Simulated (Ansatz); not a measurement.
# Sn2As3: the cost of one run

Computed with Ansatz 0.2.0 (DFT PBE, scalar-relativistic, plane waves, PAW, unless a step's input says otherwise).

### Step 1. The system as given

It takes space group P4mm (No. 99, tetragonal). Conventional cell: a = 4.289 Å, b = 4.289 Å, c = 6.317 Å, α = 90.00°, β = 90.00°, γ = 90.00°. Sn (site symmetry 4mm) is surrounded by 5 As at 2.75 to 2.84 Å. Sn (site symmetry 4mm) is surrounded by 8 As at 2.85 to 3.03 Å. As (site symmetry 2mm) is surrounded by 4 Sn at 2.75 to 2.85 Å and 2 As at 2.77 Å. Around As (site symmetry 4mm) lie 4 As at 2.77 Å and 5 Sn at 2.84 to 3.03 Å.

As a file:

```
CELL_PARAMETERS angstrom
4.28900 0.00000 0.00000
0.00000 4.28900 0.00000
0.00000 0.00000 6.31718
ATOMIC_POSITIONS crystal
Sn 0.00000 0.00000 0.72113
Sn 0.50000 0.50000 0.28981
As 0.50000 0.00000 0.99346
As 0.00000 0.50000 0.99346
As 0.00000 0.00000 0.27214
```

A structure generator made this guess: species swapped into a database cell of Cu3Te2 (P4mm, No. 99), with As on the Cu sites and Sn on the Te sites. The dimensions are guesses.

### Step 2. Probe: one point on a coarse mesh

File input.yaml:

```yaml
crystal:
  lattice:
    - [4.28899921, 0.0, 0.0]
    - [0.0, 4.28899921, 0.0]
    - [0.0, 0.0, 6.31717617]
  atoms:
    - { symbol: Sn, position: [0.0, 0.0, 0.72112864] }
    - { symbol: Sn, position: [0.5, 0.5, 0.28981033] }
    - { symbol: As, position: [0.5, 0.0, 0.99346125] }
    - { symbol: As, position: [0.0, 0.5, 0.99346125] }
    - { symbol: As, position: [0.0, 0.0, 0.27213845] }
basis:
  ecutwfc: 420
kpoints:
  mp_grid: { grid: [4, 4, 4] }
hamiltonian:
  xc: pbe
scf:
  occupations: { method: gaussian, width: 0.1 }
  lower_state_search: "off"
output:
  forces: true
  stress: true
  eigenvalues: true
```

The run is started by

```
ansatz run input.yaml --threads 1 --pin off --max-ram 2560MiB --backend cpu --events-out ev --progress --plain --runs-dir out
```

**Question.** How long does this run take on 1 thread of Intel Xeon at 2.50GHz (Skylake/Cascade Lake), shared host, and how much memory does it need?

About 14 s, with a peak of 0.39 GiB.
